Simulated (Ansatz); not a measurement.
# BaHCl: properties at the relaxed cell

This session takes BaHCl and sets out to fit an equation of state.

Method: DFT r2SCAN, scalar-relativistic, plane waves, PAW, in Ansatz 0.2.0.

2 further runs of the same task are left out: 1 that didn't finish, 1 set aside as unsound or not needed.

## Step 1: The system as given

It takes space group P4/nmm (No. 129, tetragonal). The conventional cell has a = 4.403 Å, b = 4.403 Å, c = 7.224 Å, α = 90.00°, β = 90.00°, γ = 90.00°. Ba (site symmetry 4mm) has 4 H at 2.66 Å and 5 Cl at 3.23 to 3.27 Å as nearest neighbours. H (site symmetry -4m2) is surrounded by 4 Ba at 2.66 Å. Around Cl (site symmetry 4mm) lie 5 Ba at 3.23 to 3.27 Å.

Coordinates:

```cif
data_structure
_symmetry_space_group_name_H-M 'P 1'
_symmetry_Int_Tables_number 1
_cell_length_a 4.4034
_cell_length_b 4.4034
_cell_length_c 7.2240
_cell_angle_alpha 90.000
_cell_angle_beta 90.000
_cell_angle_gamma 90.000
_cell_volume 140.07
loop_
_atom_site_label
_atom_site_type_symbol
_atom_site_fract_x
_atom_site_fract_y
_atom_site_fract_z
_atom_site_occupancy
Ba1 Ba 0.00000 0.50000 0.20746 1
Ba2 Ba 0.50000 0.00000 0.79254 1
H1 H 0.00000 0.00000 0.00000 1
H2 H 0.50000 0.50000 0.00000 1
Cl1 Cl 0.00000 0.50000 0.65431 1
Cl2 Cl 0.50000 0.00000 0.34569 1
```

This cell was relaxed beforehand with the same method: volume 23.35 Å³/atom, gap on the mesh 3.79 eV.

## Step 2: Volume × 0.97

The input, input.yaml:

```yaml
crystal:
  lattice:
    - [4.358934644, 0.0, 0.0]
    - [0.0, 4.358934644, 0.0]
    - [0.0, 0.0, 7.1509869054]
  atoms:
    - { symbol: Ba, position: [0.0, 0.5, 0.2074608208] }
    - { symbol: Ba, position: [0.5, 0.0, 0.7925391792] }
    - { symbol: H, position: [0.0, 0.0, 0.0] }
    - { symbol: H, position: [0.5, 0.5, 0.0] }
    - { symbol: Cl, position: [0.0, 0.5, 0.6543143672] }
    - { symbol: Cl, position: [0.5, 0.0, 0.3456856328] }
basis:
  ecutwfc: 500
kpoints:
  mp_grid: { grid: [6, 6, 4] }
hamiltonian:
  xc: r2scan
scf:
  occupations: { method: gaussian, width: 0.02 }
output:
  forces: true
  stress: true
  eigenvalues: true
relax:
  adjacent_minimum: "off"
  f_tol: 0.01
  max_steps: 30
  cell: { stress_tol: 0.1, fix: [volume] }
```

Launch:

```console
ansatz run input.yaml --threads 1 --pin off --max-ram 2560MiB --backend cpu --events-out ev --progress --plain --runs-dir out
```

## Step 3: The cell scaled to 1.03 of its volume

Changes to input.yaml since step 2:

```diff
@@ -2,5 +2,5 @@
   lattice:
-    - [4.358934644, 0.0, 0.0]
-    - [0.0, 4.358934644, 0.0]
-    - [0.0, 0.0, 7.1509869054]
+    - [4.4470176613, 0.0, 0.0]
+    - [0.0, 4.4470176613, 0.0]
+    - [0.0, 0.0, 7.2954902199]
   atoms:
```

## Step 4: The cell scaled to 0.94 of its volume

Changes to input.yaml since step 3:

```diff
@@ -2,5 +2,5 @@
   lattice:
-    - [4.4470176613, 0.0, 0.0]
-    - [0.0, 4.4470176613, 0.0]
-    - [0.0, 0.0, 7.2954902199]
+    - [4.3135257726, 0.0, 0.0]
+    - [0.0, 4.3135257726, 0.0]
+    - [0.0, 0.0, 7.0764920411]
   atoms:
```

## Step 5: Point at V/V0 = 1.06

The input, input.yaml:

```yaml
crystal:
  lattice:
    - [4.4838221779, 0.0, 0.0]
    - [0.0, 4.4838221779, 0.0]
    - [0.0, 0.0, 7.3852307135]
  atoms:
    - { symbol: Ba, position: [0.0, 0.5, 0.2071869423] }
    - { symbol: Ba, position: [0.5, 0.0, 0.7928130577] }
    - { symbol: H, position: [0.0, 0.0, 0.0] }
    - { symbol: H, position: [0.5, 0.5, 0.0] }
    - { symbol: Cl, position: [0.0, 0.5, 0.6535711472] }
    - { symbol: Cl, position: [0.5, 0.0, 0.3464288528] }
basis:
  ecutwfc: 500
kpoints:
  mp_grid: { grid: [6, 6, 4] }
hamiltonian:
  xc: r2scan
scf:
  occupations: { method: gaussian, width: 0.02 }
output:
  forces: true
  stress: true
  eigenvalues: true
relax:
  adjacent_minimum: "off"
  f_tol: 0.01
  max_steps: 30
  cell: { stress_tol: 0.1, fix: [volume] }
```

(Steps that only read results are left out.)

Q: Predict the outcome of this session. Wanted: equilibrium volume of the fit; bulk modulus.

The runs gave:

| quantity | value |
| --- | --- |
| equilibrium volume of the fit | 23.35 Å³/atom |
| bulk modulus | 36 GPa |
| its pressure derivative | 4.2 |

In words: The fit puts the minimum at 23.35 Å³/atom with B = 36 GPa and B' = 4.2. The gap on the mesh goes from 3.57 eV at the smallest volume to 3.97 eV at the largest.
